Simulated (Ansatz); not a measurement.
# C₂H₂ with AsH₃: superposition error and deformation, part 2 of 3

Ansatz 0.2.0, Gaussian basis. The steps go on from the part before.

### 13 CCSD(T)/def2-TZVPPD

The inputs:

a/in.yaml

```yaml
crystal:
  periodic: [false, false, false]
  atoms:
    - {symbol: C, position_ang: [-0.228601, 0.268182, -2.031690]}
    - {symbol: C, position_ang: [0.726018, -0.408030, -1.776309]}
    - {symbol: H, position_ang: [-1.077703, 0.869393, -2.258601]}
    - {symbol: H, position_ang: [1.574346, -1.009429, -1.546431]}
basis:
  gaussian: {orbitals: "def2-TZVPPD.json"}
correlation: {method: ccsd_t}
```

b/in.yaml

```yaml
crystal:
  periodic: [false, false, false]
  atoms:
    - {symbol: As, position_ang: [0.256165, -0.273300, 1.744288]}
    - {symbol: H, position_ang: [-0.187632, -0.040143, 3.183531]}
    - {symbol: H, position_ang: [0.095012, 1.195667, 1.390505]}
    - {symbol: H, position_ang: [-1.157606, -0.602439, 1.294706]}
basis:
  gaussian: {orbitals: "def2-TZVPPD.json"}
correlation: {method: ccsd_t}
```

The same command starts each run, in its folder.

Command:

```bash
> ansatz run in.yaml --threads 4 --pin off --events-out ev --progress --plain --max-ram 9574MiB
```

a printed (excerpt; [...] marks lines left out):

```text
Functional definition: HF
  name "HF"
  cite "Fock, Z. Phys. 61, 126 (1930) doi:10.1007/BF01340294"
  parent pbe
[...]
628 factors; integrals over basis functions are off by at most 7.3e-4 eV
[...]
mean field -2091.26001147 eV, -76.8523879147 hartree, gradient 5.1e-7 eV, S^2 0.000000; 0 other end points of the search recorded, 0 dependent functions left out
2 core orbitals not correlated: weight in the atoms' cores, before any rotation towards them, 1.000 or more for the frozen orbitals, at most 0.000 for the correlated occupied ones
reference -2091.26001147 eV, -76.8523879147 hartree; 5, 5 occupied and 101, 101 virtual orbitals, 628 factors
second order -8.40427839 eV of doubles, -0.00000000 eV of singles
cycle   1  -8.41759443 eV  change   -1.3e-2 eV  update   7.1e-2
[...]
cycle   9  -8.73973002 eV  change    2.0e-6 eV  update   3.1e-6
perturbative correction -0.44298452 eV, -0.0162793807 hartree
Total energy: -2100.44272602 eV, -77.1898464498 hartree
```

b printed (excerpt; [...] marks lines left out):

```text
[... 4 set-up lines as earlier in the session ...]
[...]
602 factors; integrals over basis functions are off by at most 7.8e-4 eV
[...]
mean field -60842.80366062 eV, -2235.9317937941 hartree, gradient 2.7e-6 eV, S^2 0.000000; 0 other end points of the search recorded, 0 dependent functions left out
9 core orbitals not correlated: weight in the atoms' cores, before any rotation towards them, 1.000 or more for the frozen orbitals, at most 0.000 for the correlated occupied ones
reference -60842.80366062 eV, -2235.9317937941 hartree; 9, 9 occupied and 87, 87 virtual orbitals, 602 factors
second order -7.86006469 eV of doubles, -0.00000000 eV of singles
cycle   1  -8.03234063 eV  change   -1.7e-1 eV  update   6.8e-2
[...]
cycle   8  -8.34344470 eV  change   -1.6e-5 eV  update   1.8e-5
perturbative correction -0.26762516 eV, -0.0098350432 hartree
Total energy: -60851.41473047 eV, -2236.2482447746 hartree
```

Wall times: 1.2 s (a), 2 s (b) on 4 threads of Arm Neoverse V1, shared host.

### 14 Relaxing C₂H₂ alone

The input, relax-a/in.yaml:

```yaml
crystal:
  periodic: [false, false, false]
  atoms:
    - {symbol: C, position_ang: [-0.228601, 0.268182, -2.031690]}
    - {symbol: C, position_ang: [0.726018, -0.408030, -1.776309]}
    - {symbol: H, position_ang: [-1.077703, 0.869393, -2.258601]}
    - {symbol: H, position_ang: [1.574346, -1.009429, -1.546431]}
basis:
  gaussian: {orbitals: def2-TZVP}
hamiltonian: {xc: pbe0, dispersion: d4}
relax: {f_tol: 0.005, max_steps: 200}
```

Command:

```bash
> ansatz run in.yaml --threads 4 --pin off --events-out ev --progress --plain --max-ram 9574MiB
```

Output (excerpt; [...] marks lines left out):

```text
[... 5 set-up lines as earlier in the session ...]
[...]
448 factors; their error is unknown
[...]
mean field -2102.24685514 eV, -77.2561469722 hartree, gradient 8.3e-6 eV, S^2 0.000000; 0 other end points of the search recorded, 0 dependent functions left out
[...]
Total energy: -2102.27099058 eV, -77.2570339335 hartree
Atom 0 at    -0.228477     0.268026    -2.031417 Å, force    -0.002232     0.001362    -0.001417 eV/Å
Atom 1 at     0.725768    -0.407935    -1.775968 Å, force     0.000968    -0.001355     0.004908 eV/Å
Atom 2 at    -1.077331     0.869202    -2.258795 Å, force     0.000144     0.000261    -0.000892 eV/Å
Atom 3 at     1.574100    -1.009177    -1.546851 Å, force     0.001120    -0.000268    -0.002598 eV/Å
Dipole moment:    -0.000118    -0.000015     0.000393 e Å
```

It took 1.1 s on 4 threads of Arm Neoverse V1, shared host.

Step by step:

| step | energy from step 1 (eV) | largest force component (eV/Å) |
| --- | --- | --- |
| 1 | 0.0000 | 0.0312 |
| 2 | 0.0000 | 0.0062 |
| 3 | 0.0000 | 0.0049 |

Close pairs (by a distance rule), those that changed most:

| bond | before (Å) | after (Å) | change (Å) |
| --- | --- | --- | --- |
| C1–C2 | 1.197 | 1.197 | -0.000 |
| C2–H4 | 1.065 | 1.065 | -0.000 |
| C1–H3 | 1.065 | 1.065 | -0.000 |

### 15 Relaxing AsH₃ alone

The input, relax-b/in.yaml:

```yaml
crystal:
  periodic: [false, false, false]
  atoms:
    - {symbol: As, position_ang: [0.256165, -0.273300, 1.744288]}
    - {symbol: H, position_ang: [-0.187632, -0.040143, 3.183531]}
    - {symbol: H, position_ang: [0.095012, 1.195667, 1.390505]}
    - {symbol: H, position_ang: [-1.157606, -0.602439, 1.294706]}
basis:
  gaussian: {orbitals: def2-TZVP}
hamiltonian: {xc: pbe0, dispersion: d4}
relax: {f_tol: 0.005, max_steps: 200}
```

Command:

```bash
> ansatz run in.yaml --threads 4 --pin off --events-out ev --progress --plain --max-ram 9574MiB
```

Output (excerpt; [...] marks lines left out):

```text
[... 5 set-up lines as earlier in the session ...]
[...]
555 factors; their error is unknown
[...]
mean field -60882.34359473 eV, -2237.3848595718 hartree, gradient 2.8e-5 eV, S^2 0.000000; 0 other end points of the search recorded, 0 dependent functions left out
[...]
Total energy: -60882.37107157 eV, -2237.3858693268 hartree
Atom 0 at     0.260735    -0.276361     1.744365 Å, force    -0.002314     0.001304     0.003420 eV/Å
Atom 1 at    -0.189647    -0.038776     3.178408 Å, force     0.001960    -0.001211    -0.000398 eV/Å
Atom 2 at     0.092286     1.194447     1.392724 Å, force     0.001190     0.001448    -0.001360 eV/Å
Atom 3 at    -1.157436    -0.599526     1.297533 Å, force    -0.000835    -0.001540    -0.001662 eV/Å
Dipole moment:    -0.056846     0.038667     0.017675 e Å
```

It took 1.8 s on 4 threads of Arm Neoverse V1, shared host.

Along the way:

| step | energy from step 1 (eV) | largest force component (eV/Å) |
| --- | --- | --- |
| 1 | 0.0000 | 0.0649 |
| 2 | -0.0003 | 0.0151 |
| 3 | -0.0001 | 0.0768 |
| 4 | -0.0004 | 0.0034 |

Close pairs (by a distance rule), those that changed most:

| bond | before (Å) | after (Å) | change (Å) |
| --- | --- | --- | --- |
| As1–H2 | 1.524 | 1.522 | -0.002 |
| As1–H3 | 1.520 | 1.522 | +0.002 |
| As1–H4 | 1.520 | 1.522 | +0.002 |

### 16 PBE-D4/def2-TZVPPD

The input, free-a/in.yaml:

```yaml
crystal:
  periodic: [false, false, false]
  atoms:
    - {symbol: C, position_ang: [-0.228477, 0.268026, -2.031417]}
    - {symbol: C, position_ang: [0.725768, -0.407935, -1.775968]}
    - {symbol: H, position_ang: [-1.077331, 0.869202, -2.258795]}
    - {symbol: H, position_ang: [1.574100, -1.009177, -1.546851]}
basis:
  gaussian: {orbitals: "def2-TZVPPD.json"}
hamiltonian: {xc: pbe, dispersion: d4}
```

The input, free-b/in.yaml:

```yaml
crystal:
  periodic: [false, false, false]
  atoms:
    - {symbol: As, position_ang: [0.260735, -0.276361, 1.744365]}
    - {symbol: H, position_ang: [-0.189647, -0.038776, 3.178408]}
    - {symbol: H, position_ang: [0.092286, 1.194447, 1.392724]}
    - {symbol: H, position_ang: [-1.157436, -0.599526, 1.297533]}
basis:
  gaussian: {orbitals: "def2-TZVPPD.json"}
hamiltonian: {xc: pbe, dispersion: d4}
```

The same command starts each run, in its folder.

Command:

```bash
> ansatz run in.yaml --threads 4 --pin off --events-out ev --progress --plain --max-ram 9574MiB
```

free-a printed (excerpt; [...] marks lines left out):

```text
[... 4 set-up lines as earlier in the session ...]
[...]
466 factors; their error is unknown
[...]
mean field -2102.14052502 eV, -77.2522394126 hartree, gradient 1.7e-5 eV, S^2 0.000000; 0 other end points of the search recorded, 0 dependent functions left out
reference -2102.14055369 eV, -77.2522404662 hartree; 7, 7 occupied and 101, 101 virtual orbitals, 466 factors
Total energy: -2102.17016017 eV, -77.2533284841 hartree
```

free-b printed (excerpt; [...] marks lines left out):

```text
[... 4 set-up lines as earlier in the session ...]
[...]
584 factors; their error is unknown
[...]
mean field -60880.52074134 eV, -2237.3178709451 hartree, gradient 3.7e-5 eV, S^2 0.000000; 0 other end points of the search recorded, 0 dependent functions left out
reference -60880.52077082 eV, -2237.3178720284 hartree; 18, 18 occupied and 87, 87 virtual orbitals, 584 factors
Total energy: -60880.55399306 eV, -2237.3190929233 hartree
```

Times: 0.35 s (free-a), 0.4 s (free-b) on 4 threads of Arm Neoverse V1, shared host.

### 17 r2SCAN-D4/def2-TZVPPD

Each input of step 16 (free-a, free-b) changes in the same lines:

```diff
-hamiltonian: {xc: pbe, dispersion: d4}
+hamiltonian: {xc: r2scan, dispersion: d4}
```

Each run has its own folder and the same command.

Command:

```bash
> ansatz run in.yaml --threads 4 --pin off --events-out ev --progress --plain --max-ram 9574MiB
```

Output in free-a (excerpt; [...] marks lines left out):

```text
[... 5 set-up lines as earlier in the session ...]
[...]
466 factors; their error is unknown
[...]
mean field -2103.63722282 eV, -77.3072420420 hartree, gradient 3.7e-5 eV, S^2 0.000000; 0 other end points of the search recorded, 0 dependent functions left out
reference -2103.63723052 eV, -77.3072423251 hartree; 7, 7 occupied and 101, 101 virtual orbitals, 466 factors
Total energy: -2103.64396099 eV, -77.3074896653 hartree
```

Output in free-b (excerpt; [...] marks lines left out):

```text
[... 5 set-up lines as earlier in the session ...]
[...]
584 factors; their error is unknown
[...]
mean field -60889.56858110 eV, -2237.6503729233 hartree, gradient 3.1e-5 eV, S^2 0.000000; 0 other end points of the search recorded, 0 dependent functions left out
reference -60889.56858927 eV, -2237.6503732238 hartree; 18, 18 occupied and 87, 87 virtual orbitals, 584 factors
Total energy: -60889.57583447 eV, -2237.6506394799 hartree
```

Times: 0.7 s (free-a), 0.95 s (free-b) on 4 threads of Arm Neoverse V1, shared host.

### 18 PBE0-D4/def2-TZVPPD

Each input of step 17 (free-a, free-b) changes in the same lines:

```diff
-hamiltonian: {xc: r2scan, dispersion: d4}
+hamiltonian: {xc: pbe0, dispersion: d4}
+output: {orbitals: {seedname: orbitals}}
```

The same command starts each run, in its folder.

Command:

```bash
> ansatz run in.yaml --threads 4 --pin off --events-out ev --progress --plain --max-ram 9574MiB
```

Output in free-a (excerpt; [...] marks lines left out):

```text
[... 5 set-up lines as earlier in the session ...]
[...]
466 factors; their error is unknown
[...]
mean field -2102.27482475 eV, -77.2571748366 hartree, gradient 7.8e-5 eV, S^2 0.000000; 0 other end points of the search recorded, 0 dependent functions left out
reference -2102.27484544 eV, -77.2571755970 hartree; 7, 7 occupied and 101, 101 virtual orbitals, 466 factors
Total energy: -2102.29894656 eV, -77.2580612968 hartree
```

Log of free-b (excerpt; [...] marks lines left out):

```text
[... 5 set-up lines as earlier in the session ...]
[...]
614 factors; their error is unknown
[...]
mean field -60882.37617838 eV, -2237.3860569988 hartree, gradient 3.7e-5 eV, S^2 0.000000; 0 other end points of the search recorded, 0 dependent functions left out
reference -60882.37620133 eV, -2237.3860578422 hartree; 18, 18 occupied and 87, 87 virtual orbitals, 614 factors
Total energy: -60882.40328325 eV, -2237.3870530842 hartree
```

They took 0.35 s (free-a), 0.5 s (free-b) on 4 threads of Arm Neoverse V1, shared host.

### 19 B3LYP-D4/def2-TZVPPD

Each input of step 18 (free-a, free-b) changes in the same lines:

```diff
-hamiltonian: {xc: pbe0, dispersion: d4}
-output: {orbitals: {seedname: orbitals}}
+hamiltonian: {xc: {name: B3LYP}, dispersion: d4}
```

Each run has its own folder and the same command.

Command:

```bash
> ansatz run in.yaml --threads 4 --pin off --events-out ev --progress --plain --max-ram 9574MiB
```

Output in free-a (excerpt; [...] marks lines left out):

```text
[... 6 set-up lines as earlier in the session ...]
[...]
466 factors; their error is unknown
[...]
mean field -2105.22906835 eV, -77.3657412865 hartree, gradient 4.5e-5 eV, S^2 0.000000; 0 other end points of the search recorded, 0 dependent functions left out
reference -2105.22925404 eV, -77.3657481104 hartree; 7, 7 occupied and 101, 101 virtual orbitals, 466 factors
Total energy: -2105.27721588 eV, -77.3675106755 hartree
```

Log of free-b (excerpt; [...] marks lines left out):

```text
[... 6 set-up lines as earlier in the session ...]
[...]
609 factors; their error is unknown
[...]
mean field -60891.23716896 eV, -2237.7116923963 hartree, gradient 3.9e-5 eV, S^2 0.000000; 0 other end points of the search recorded, 0 dependent functions left out
reference -60891.23736108 eV, -2237.7116994564 hartree; 18, 18 occupied and 87, 87 virtual orbitals, 609 factors
Total energy: -60891.29168285 eV, -2237.7136957448 hartree
```

Wall times: 0.45 s (free-a), 0.55 s (free-b) on 4 threads of Arm Neoverse V1, shared host.

### 20 wB97X-V/def2-TZVPPD

Each input of step 19 (free-a, free-b) changes in the same lines:

```diff
-hamiltonian: {xc: {name: B3LYP}, dispersion: d4}
+hamiltonian: {xc: {name: wB97X-V}}
```

The same command starts each run, in its folder.

Command:

```bash
> ansatz run in.yaml --threads 4 --pin off --events-out ev --progress --plain --max-ram 9574MiB
```

Output in free-a (excerpt; [...] marks lines left out):

```text
[... 5 set-up lines as earlier in the session ...]
[...]
      + integral(e_c_pw_opposite_spin*poly(b97_u_opposite, cos0, cos1)) + vv10(b, c)
466 factors; their error is unknown
146 factors; integrals over basis functions are off by at most 3.8e-5 eV
[...]
mean field -2104.32800783 eV, -77.3326279231 hartree, gradient 5.6e-5 eV, S^2 0.000000; 0 other end points of the search recorded, 0 dependent functions left out
reference -2104.32800654 eV, -77.3326278755 hartree; 7, 7 occupied and 101, 101 virtual orbitals, 466 factors
Total energy: -2104.32800654 eV, -77.3326278755 hartree
```

free-b printed (excerpt; [...] marks lines left out):

```text
[... 5 set-up lines as earlier in the session ...]
[...]
      + integral(e_c_pw_opposite_spin*poly(b97_u_opposite, cos0, cos1)) + vv10(b, c)
602 factors; their error is unknown
154 factors; integrals over basis functions are off by at most 1.6e-5 eV
[...]
mean field -60884.23915961 eV, -2237.4545202962 hartree, gradient 3.5e-5 eV, S^2 0.000000; 0 other end points of the search recorded, 0 dependent functions left out
reference -60884.23915819 eV, -2237.4545202440 hartree; 18, 18 occupied and 87, 87 virtual orbitals, 602 factors
Total energy: -60884.23915819 eV, -2237.4545202440 hartree
```

Wall times: 0.95 s (free-a), 1.4 s (free-b) on 4 threads of Arm Neoverse V1, shared host.

### 21 wB97M-V/def2-TZVPPD

The same edit goes into each in.yaml of step 20 (free-a, free-b):

```diff
-hamiltonian: {xc: {name: wB97X-V}}
+hamiltonian: {xc: {name: wB97M-V}}
```

The same command starts each run, in its folder.

Command:

```bash
> ansatz run in.yaml --threads 4 --pin off --events-out ev --progress --plain --max-ram 9574MiB
```

Output in free-a (excerpt; [...] marks lines left out):

```text
[... 5 set-up lines as earlier in the session ...]
  # Of w^i u^j: cxij and so on, Table III.
[...]
  gx(w, u) = 1 - cx + cx01*u + cx10*w
[...]
      + integral(e_c_pw_mod_opposite_spin*gos(b97_w_opposite, b97_u_opposite)) + vv10(b, c)
466 factors; their error is unknown
146 factors; integrals over basis functions are off by at most 3.8e-5 eV
[...]
mean field -2104.13209842 eV, -77.3254283851 hartree, gradient 7.6e-6 eV, S^2 0.000000; 0 other end points of the search recorded, 0 dependent functions left out
reference -2104.13213136 eV, -77.3254295956 hartree; 7, 7 occupied and 101, 101 virtual orbitals, 466 factors
Total energy: -2104.13213136 eV, -77.3254295956 hartree
```

Log of free-b (excerpt; [...] marks lines left out):

```text
[... 5 set-up lines as earlier in the session ...]
  # Of w^i u^j: cxij and so on, Table III.
[...]
  gx(w, u) = 1 - cx + cx01*u + cx10*w
[...]
      + integral(e_c_pw_mod_opposite_spin*gos(b97_w_opposite, b97_u_opposite)) + vv10(b, c)
595 factors; their error is unknown
154 factors; integrals over basis functions are off by at most 1.6e-5 eV
[...]
mean field -60886.06674835 eV, -2237.5216829436 hartree, gradient 3.7e-5 eV, S^2 0.000000; 0 other end points of the search recorded, 0 dependent functions left out
reference -60886.06678335 eV, -2237.5216842297 hartree; 18, 18 occupied and 87, 87 virtual orbitals, 595 factors
Total energy: -60886.06678335 eV, -2237.5216842297 hartree
```

Wall times: 1 s (free-a), 1.6 s (free-b) on 4 threads of Arm Neoverse V1, shared host.

### 22 B2PLYP/def2-TZVPPD

The same edit goes into each in.yaml of step 21 (free-a, free-b):

```diff
-hamiltonian: {xc: {name: wB97M-V}}
+hamiltonian: {xc: {name: B2PLYP}}
```

Each run has its own folder and the same command.

Command:

```bash
> ansatz run in.yaml --threads 4 --pin off --events-out ev --progress --plain --max-ram 9574MiB
```

Log of free-a (excerpt; [...] marks lines left out):

```text
[... 5 set-up lines as earlier in the session ...]
[...]
630 factors; integrals over basis functions are off by at most 6.7e-4 eV
[...]
mean field -2100.43906602 eV, -77.1897119473 hartree, gradient 4.7e-6 eV, S^2 0.000000; 0 other end points of the search recorded, 0 dependent functions left out
2 core orbitals not correlated: weight in the atoms' cores, before any rotation towards them, 1.000 or more for the frozen orbitals, at most 0.000 for the correlated occupied ones
reference -2100.43918126 eV, -77.1897161826 hartree; 5, 5 occupied and 101, 101 virtual orbitals, 630 factors
second order -10.44129499 eV of doubles, -0.00000000 eV of singles
Total energy: -2103.25833091 eV, -77.2933180212 hartree
```

Output in free-b (excerpt; [...] marks lines left out):

```text
[... 5 set-up lines as earlier in the session ...]
[...]
602 factors; integrals over basis functions are off by at most 7.8e-4 eV
[...]
mean field -60877.06300687 eV, -2237.1908015473 hartree, gradient 8.7e-6 eV, S^2 0.000000; 0 other end points of the search recorded, 0 dependent functions left out
9 core orbitals not correlated: weight in the atoms' cores, before any rotation towards them, 1.000 or more for the frozen orbitals, at most 0.000 for the correlated occupied ones
reference -60877.06313186 eV, -2237.1908061403 hartree; 9, 9 occupied and 87, 87 virtual orbitals, 602 factors
second order -9.50643749 eV of doubles, -0.00000000 eV of singles
Total energy: -60879.62986998 eV, -2237.2851320265 hartree
```

They took 0.65 s (free-a), 0.8 s (free-b) on 4 threads of Arm Neoverse V1, shared host.

### 23 BLYP-D4/def2-TZVPPD

Each input of step 22 (free-a, free-b) changes in the same lines:

```diff
-hamiltonian: {xc: {name: B2PLYP}}
+hamiltonian: {xc: {name: BLYP}, dispersion: d4}
```

The same command starts each run, in its folder.

Command:

```bash
> ansatz run in.yaml --threads 4 --pin off --events-out ev --progress --plain --max-ram 9574MiB
```

Log of free-a (excerpt; [...] marks lines left out):

```text
[... 4 set-up lines as earlier in the session ...]
[...]
466 factors; their error is unknown
[...]
mean field -2104.35786515 eV, -77.3337251592 hartree, gradient 3.5e-5 eV, S^2 0.000000; 0 other end points of the search recorded, 0 dependent functions left out
reference -2104.35811892 eV, -77.3337344853 hartree; 7, 7 occupied and 101, 101 virtual orbitals, 466 factors
Total energy: -2104.42773196 eV, -77.3362927173 hartree
```

Output in free-b (excerpt; [...] marks lines left out):

```text
[... 4 set-up lines as earlier in the session ...]
[...]
584 factors; their error is unknown
[...]
mean field -60891.03213865 eV, -2237.7041576713 hartree, gradient 2.0e-5 eV, S^2 0.000000; 0 other end points of the search recorded, 0 dependent functions left out
reference -60891.03238724 eV, -2237.7041668069 hartree; 18, 18 occupied and 87, 87 virtual orbitals, 584 factors
Total energy: -60891.11004886 eV, -2237.7070208187 hartree
```

Wall times: 0.4 s (free-a), 0.55 s (free-b) on 4 threads of Arm Neoverse V1, shared host.

### 24 revPBE-D4/def2-TZVPPD

Each input of step 23 (free-a, free-b) changes in the same lines:

```diff
-hamiltonian: {xc: {name: BLYP}, dispersion: d4}
+hamiltonian: {xc: {name: revPBE}, dispersion: d4}
```

The same command starts each run, in its folder.

Command:

```bash
> ansatz run in.yaml --threads 4 --pin off --events-out ev --progress --plain --max-ram 9574MiB
```

Output in free-a (excerpt; [...] marks lines left out):

```text
[... 4 set-up lines as earlier in the session ...]
[...]
466 factors; their error is unknown
[...]
mean field -2104.52932873 eV, -77.3400263297 hartree, gradient 1.9e-5 eV, S^2 0.000000; 0 other end points of the search recorded, 0 dependent functions left out
reference -2104.52936496 eV, -77.3400276610 hartree; 7, 7 occupied and 101, 101 virtual orbitals, 466 factors
Total energy: -2104.64476344 eV, -77.3442684769 hartree
```

free-b printed (excerpt; [...] marks lines left out):

```text
[... 4 set-up lines as earlier in the session ...]
[...]
584 factors; their error is unknown
[...]
mean field -60885.10030745 eV, -2237.4861668954 hartree, gradient 1.2e-5 eV, S^2 0.000000; 0 other end points of the search recorded, 0 dependent functions left out
reference -60885.10034383 eV, -2237.4861682323 hartree; 18, 18 occupied and 87, 87 virtual orbitals, 584 factors
Total energy: -60885.22162844 eV, -2237.4906253598 hartree
```

Wall times: 0.35 s (free-a), 0.45 s (free-b) on 4 threads of Arm Neoverse V1, shared host.

[end of part 2 of 3]
